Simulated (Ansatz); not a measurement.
# FeNi (Tetrataenite): the cost of one run

Program: Ansatz 0.2.0, driven from Python. The levels of theory stand in the script. These are calculated values, not measurements.

## (1) The system

Symmetry: P4/mmm, No. 123, tetragonal system. Conventional cell: a = 2.533 Å, b = 2.533 Å, c = 3.582 Å, α = 90.00°, β = 90.00°, γ = 90.00°. Fe (site symmetry 4/mmm) has 8 Ni at 2.53 Å and 4 Fe at 2.53 Å in its first shell of neighbours. Around Ni (site symmetry 4/mmm) lie 8 Fe at 2.53 Å and 4 Ni at 2.53 Å.

No structure file is read: the coordinates are typed or built in the script.

## (2) The code

lattice_feni.py

```python
"""Relaxed cell of FeNi under several functionals."""

import ansatz as az
import numpy as np
from pymatgen.core import Lattice, Structure
from pymatgen.io.ase import AseAtomsAdaptor

def edges_and_angles(cell):
    cell = np.asarray(cell)
    a, b, c = np.linalg.norm(cell, axis=1)
    cosines = cell[1] @ cell[2] / (b * c), cell[0] @ cell[2] / (a * c), cell[0] @ cell[1] / (a * b)
    return (a, b, c, *np.degrees(np.arccos(cosines)))


def main() -> None:
    pmg_structure = Structure(
        Lattice([[2.533, 0.0, 0.0], [0.0, 2.533, 0.0], [0.0, 0.0, 3.582]]),
        ["Fe", "Ni"],
        [
            [0.0, 0.0, 0.0],
            [0.5, 0.5, 0.5],
        ],
    )
    system = az.Crystal.from_ase(AseAtomsAdaptor.get_atoms(pmg_structure)).moments(Fe=3.5, Ni=1.5)

    base = (
        system.calculation()
        .basis(470)
        .kpoints(15, 15, 11)
        .occupations("Fermi-Dirac", width=0.05)
        .spin(az.SpinTreatment.COLLINEAR)
        .relax(cell=True, max_steps=60)
    )

    levels = [("blyp", "d3bj"), ("pbesol", "none"), ("lda", "none")]
    print("level            a       b       c    alpha   beta  gamma  V/atom  steps")
    for name, dispersion in levels:
        seen = []
        run = base.functional(name, dispersion=dispersion).session().plan()
        out = run.execute(on_event=lambda e: seen.append(e) if e["event"] == "relax_step" else None)
        cell = out.lattice.cell_ang
        label = name if dispersion == "none" else f"{name}+{dispersion}"
        print("{:13s} {:7.4f} {:7.4f} {:7.4f} {:6.2f} {:6.2f} {:6.2f}".format(label, *edges_and_angles(cell)), f"{abs(np.linalg.det(cell)) / len(out.lattice.sites):7.3f} {len(seen):5d}")


if __name__ == "__main__":
    main()
```

## (3) What the engine is handed

The package turns the script's settings into the engine's input (first run):

```yaml
crystal:
  lattice:
    - [2.533, 0.0, 0.0]
    - [0.0, 2.533, 0.0]
    - [0.0, 0.0, 3.582]
  atoms:
    - { symbol: Fe, position: [0.0, 0.0, 0.0] }
    - { symbol: Ni, position: [0.5, 0.5, 0.5] }
basis:
  ecutwfc: 470.0
kpoints:
  mp_grid:
    grid: [15, 15, 11]
hamiltonian:
  xc: blyp
  dispersion: d3bj
magnetization:
  spin_polarized: true
  per_species:
    Fe: 3.5
    Ni: 1.5
scf:
  occupations:
    method: fermi_dirac
    width: 0.05
relax:
  max_steps: 60
  cell: {}
```

## (4) The run

The run is started by

```bash
python lattice_feni.py
```

What time and memory should one allow on 1 thread of Arm Neoverse V2, shared host?

About 5.4 min, with a peak of 0.64 GiB.
